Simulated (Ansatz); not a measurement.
WAu in Ansatz: the effect of Hubbard term

WAu:

```
CELL_PARAMETERS angstrom
0.00000 2.90921 2.90921
2.90921 0.00000 2.90921
2.90921 2.90921 0.00000
ATOMIC_POSITIONS crystal
W 0.00000 0.00000 0.00000
Au 0.75000 0.75000 0.75000
```

The cell was built by a generator and needn't be a form met in nature.

Alike in all runs:

| Item | Value |
| --- | --- |
| Program | Ansatz 0.2.0 |
| Task | single point |
| Functional | LDA |
| Potentials or basis | Ansatz PAW |
| Cutoff | 420 eV (not typed: the program's choice for these potentials) |
| k mesh | 8 × 8 × 8 |
| Occupations | fermi-dirac, width 0.05 eV |
| Spin | no spin polarisation |
| Hubbard projectors | ortho-atomic (the default) |
| Double counting | fll (the default) |

```tsv
Hubbard term	pressure (GPa)
none	-7.6
Au d U = 2 eV, W d U = 2 eV	-6.2
Au d U = 3 eV, W d U = 3 eV	-5.1
Au d U = 4 eV, W d U = 4 eV	-1.4
Au d U = 5 eV, W d U = 5 eV	?
Au d U = 6 eV, W d U = 6 eV	12.9
Au d U = 8 eV, W d U = 8 eV	22.2
```

What does the run with Hubbard term Au d U = 5 eV, W d U = 5 eV give?

Pressure 8.0 GPa.

Worked out: A parabola through the other rows of the pressure, of slope 4.96 GPa per eV there, gives 4.2 GPa, against the run's 8.0.

Caveats: the PAW data sets come from PBE, with cores solved anew for the run's functional, which leaves a small shift of forces and pressure; U without spin polarisation on a metal has little footing (some runs); the U is typed as a test and isn't derived for this compound (some runs).
